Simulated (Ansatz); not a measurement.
# AlAsH3NS: the cost of one run

The runs use Ansatz 0.2.0, Gaussian basis; the settings change from run to run.

## (1) The relaxed structure

The geometry comes from an earlier relaxation with PBE0-D4 in a triple-zeta def2 set; it is a stationary point, not always the lowest conformer.

7 atoms, charge 0, spin multiplicity 1.

Atoms are counted from 1 here; the program's logs count them from 0.

Bond lengths: N1–As2 1.839 Å, N1–H5 1.011 Å, N1–H6 1.009 Å, As2–Al3 2.396 Å, As2–S4 2.402 Å, Al3–S4 2.126 Å, Al3–H7 1.572 Å. Angles: As2–N1–H5 112.9°, As2–N1–H6 119.1°, H5–N1–H6 110.0°, N1–As2–Al3 104.0°, N1–As2–S4 106.6°, Al3–As2–S4 52.6°, As2–Al3–S4 63.8°, As2–Al3–H7 154.9°, S4–Al3–H7 141.2°, As2–S4–Al3 63.6°.

Coordinates:

```tsv
atom	x (Å)	y (Å)	z (Å)
N1	-0.8889	1.3409	0.3032
As2	0.1347	0.6806	-1.0741
Al3	1.3705	-1.1089	-0.0690
S4	-0.3335	-1.6713	-1.2085
H5	-1.8286	1.5783	0.0160
H6	-0.9123	0.8423	1.1801
H7	2.5192	-1.7299	0.8067
```

## (2) PBE-QIDH/x2c-TZVPPall

This run has high accuracy.

File in.yaml:

```yaml
crystal:
  periodic: [false, false, false]
  atoms:
    - {symbol: N, position_ang: [-0.888890, 1.340933, 0.303197]}
    - {symbol: As, position_ang: [0.134717, 0.680599, -1.074053]}
    - {symbol: Al, position_ang: [1.370470, -1.108881, -0.069047]}
    - {symbol: S, position_ang: [-0.333461, -1.671251, -1.208521]}
    - {symbol: H, position_ang: [-1.828582, 1.578301, 0.016017]}
    - {symbol: H, position_ang: [-0.912327, 0.842283, 1.180093]}
    - {symbol: H, position_ang: [2.519173, -1.729884, 0.806712]}
basis:
  gaussian: {orbitals: x2c-TZVPPall}
hamiltonian: {xc: {name: PBE-QIDH}}
accuracy: high
```

On the command line:

```
ansatz run in.yaml --threads 2 --pin off --events-out ev --progress --plain --max-ram 4352MiB
```

Q: Estimate wall time and peak memory on 2 threads of Arm Neoverse V1, shared host.

About 29 s, with a peak of 1.1 GiB.
